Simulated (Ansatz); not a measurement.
# AlNi: stress in a strained cell

AlNi is deformed so: equal xx and yy strain of +1 %. What stress and forces result, by LAPW, PAW and all-electron datasets made for the crystal?

Method: DFT PBEsol, scalar-relativistic, in Ansatz 0.2.0.

## Step 1: Starting point

It takes space group Pm-3m (No. 221, cubic). The conventional cell has a = 2.881 Å, b = 2.881 Å, c = 2.881 Å, α = 90.00°, β = 90.00°, γ = 90.00°. Around Al (site symmetry m-3m) lie 8 Ni at 2.50 Å. Around Ni (site symmetry m-3m) lie 8 Al at 2.50 Å.

Coordinates:

```
CELL_PARAMETERS angstrom
2.88100 0.00000 0.00000
0.00000 2.88100 0.00000
0.00000 0.00000 2.88100
ATOMIC_POSITIONS crystal
Al 0.00000 0.00000 0.00000
Ni 0.50000 0.50000 0.50000
```

Atoms are numbered in the order of the input: Al1, Ni2.

## Step 2: After the deformation

Space group Pm-3m before, P4/mmm after.

## Step 3: LAPW, all electrons

Contents of input.yaml:

```yaml
crystal:
  lattice:
    - [2.90981, 0.0, 0.0]
    - [0.0, 2.90981, 0.0]
    - [0.0, 0.0, 2.881]
  atoms:
    - { symbol: Al, position: [0.0, 0.0, 0.0] }
    - { symbol: Ni, position: [0.5, 0.5, 0.5], spin: 1.5 }
magnetization:
  spin_polarized: true
kpoints:
  mp_grid: { grid: [13, 13, 13] }
  band_path:
    path:
      - [0.0, 0.0, 0.0]
      - [0.0, 0.5, 0.0]
      - [0.5, 0.5, 0.0]
      - [0.0, 0.0, 0.0]
      - [0.0, 0.0, 0.5]
      - [0.0, 0.5, 0.5]
      - [0.5, 0.5, 0.5]
      - [0.0, 0.0, 0.5]
      - [0.0, 0.5, 0.0]
    npoints: 5
scf:
  occupations: { method: fermi_dirac, width: 0.05 }
hamiltonian:
  xc: pbesol
  pseudopotentials: { kind: all_electron, lapw: { basis_error: 0.0005 } }
output:
  forces: true
  stress: true
  eigenvalues: true
```

Started as:

```
$ ansatz run input.yaml --threads 1 --pin off --max-ram 3072MiB --backend cpu --events-out ev --progress --plain --runs-dir out
```

## Step 4: PAW on the default files

Contents of input.yaml:

```yaml
crystal:
  lattice:
    - [2.90981, 0.0, 0.0]
    - [0.0, 2.90981, 0.0]
    - [0.0, 0.0, 2.881]
  atoms:
    - { symbol: Al, position: [0.0, 0.0, 0.0] }
    - { symbol: Ni, position: [0.5, 0.5, 0.5], spin: 1.5 }
magnetization:
  spin_polarized: true
kpoints:
  mp_grid: { grid: [13, 13, 13] }
scf:
  occupations: { method: fermi_dirac, width: 0.05 }
hamiltonian:
  xc: pbesol
  pseudopotentials: { kind: paw }
output:
  forces: true
  stress: true
  eigenvalues: true
  efg: { contact_densities: true }
  write_density: true
  write_potential: true
  elf: true
  volumetric_format: npy
```

## Step 5: Datasets made for this crystal

input.yaml, as its differences from that of step 4:

```diff
@@ -16,3 +16,3 @@
   xc: pbesol
-  pseudopotentials: { kind: paw }
+  pseudopotentials: { kind: all_electron, datasets: crystal }
 output:
@@ -22,5 +22 @@
   efg: { contact_densities: true }
-  write_density: true
-  write_potential: true
-  elf: true
-  volumetric_format: npy
```

(Steps that only read results are left out.)

**Question.** What will these runs give? Wanted: pressure; largest shear or deviatoric stress.

**Answer**, as computed:

| quantity | value |
| --- | --- |
| pressure | LAPW -6.39, PAW -6.36, crystal datasets -6.39 GPa |
| largest shear or deviatoric stress (LAPW) | 0.66 GPa |

In words: The largest part of the stress beyond the pressure is 0.66 GPa in size, in the zz component; the atoms are carried along and not relaxed. No run of the undeformed cell stands beside it, so the pressure holds what the given cell had before the change. PAW: stress within 0.03 GPa of LAPW. Crystal datasets: stress within 0.01 GPa of LAPW.
